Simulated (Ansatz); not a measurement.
# CH₃F₂In: basis-set convergence

One table from this session's results is given with a row withheld; the runs are named, their logs left out.

Program: Ansatz 0.2.0, Gaussian basis. Level of theory: one geometry, several basis sets. These are calculated values, not measurements.

The runs, in order: PBE0-D4/def2-SVP; ωB97M-V/def2-SVP; PBE0-D4/def2-QZVPP; ωB97M-V/def2-QZVPP; the functionals' def2-TZVPP values are taken from earlier runs.

1 further run of the same task is left out (for a known fault of the program).

## Structure used throughout

All runs share one geometry, relaxed beforehand with PBE0-D4 in a triple-zeta def2 set. In takes the def2 core potential; no spin-orbit term is included.

7 atoms, charge 0, spin multiplicity 1.

Atoms are counted from 1 here; the program's logs count them from 0.

Bond lengths: F1–C2 1.385 Å, C2–In3 2.161 Å, C2–H5 1.093 Å, C2–H6 1.093 Å, In3–F4 1.969 Å, In3–H7 1.701 Å. Angles: F1–C2–In3 112.2°, F1–C2–H5 108.8°, F1–C2–H6 108.7°, In3–C2–H5 109.4°, In3–C2–H6 109.5°, H5–C2–H6 108.1°, C2–In3–F4 105.7°, C2–In3–H7 142.6°, F4–In3–H7 111.8°.

The first run:

in.yaml

```yaml
crystal:
  periodic: [false, false, false]
  atoms:
    - {symbol: F, position_ang: [0.649554, 1.769684, 0.838667]}
    - {symbol: C, position_ang: [-0.295969, 0.794148, 0.568247]}
    - {symbol: In, position_ang: [0.506063, -0.807877, -0.640652]}
    - {symbol: F, position_ang: [-0.987767, -2.058833, -0.925121]}
    - {symbol: H, position_ang: [-1.138760, 1.256245, 0.046964]}
    - {symbol: H, position_ang: [-0.662576, 0.388065, 1.514993]}
    - {symbol: H, position_ang: [1.929445, -1.341421, -1.403108]}
basis:
  gaussian: {orbitals: def2-SVP}
hamiltonian: {xc: pbe0, dispersion: d4}
output: {orbitals: {seedname: orbitals}}
```

Run with:

```sh
$ ansatz run in.yaml --threads 2 --pin off --events-out ev --progress --plain --max-ram 4352MiB
```

Steps of the session up to this table: PBE0-D4 in def2-SVP; ωB97M-V in def2-SVP; PBE0-D4 in def2-QZVPP; ωB97M-V in def2-QZVPP.

One table of the session follows, with a row left open; its other results are not shown here.

It belongs to the step «Functionals by basis». 

| functional | basis | HOMO (eV) | LUMO (eV) |
| --- | --- | --- | --- |
| PBE0-D4 | def2-SVP | -7.85 | -1.56 |
| PBE0-D4 | def2-TZVPP | -8.01 | -1.67 |
| PBE0-D4 | def2-QZVPP | -8.05 | -1.70 |
| ωB97M-V | def2-SVP | ? | ? |
| ωB97M-V | def2-TZVPP | -10.21 | -0.22 |
| ωB97M-V | def2-QZVPP | -10.25 | -0.28 |

Q: Estimate the row for ωB97M-V, def2-SVP from the others.

The run gave: HOMO (eV): -10.03; LUMO (eV): 0.02. In the column «HOMO (eV)» it lies between ωB97M-V, def2-TZVPP (-10.21) and PBE0-D4, def2-QZVPP (-8.05).
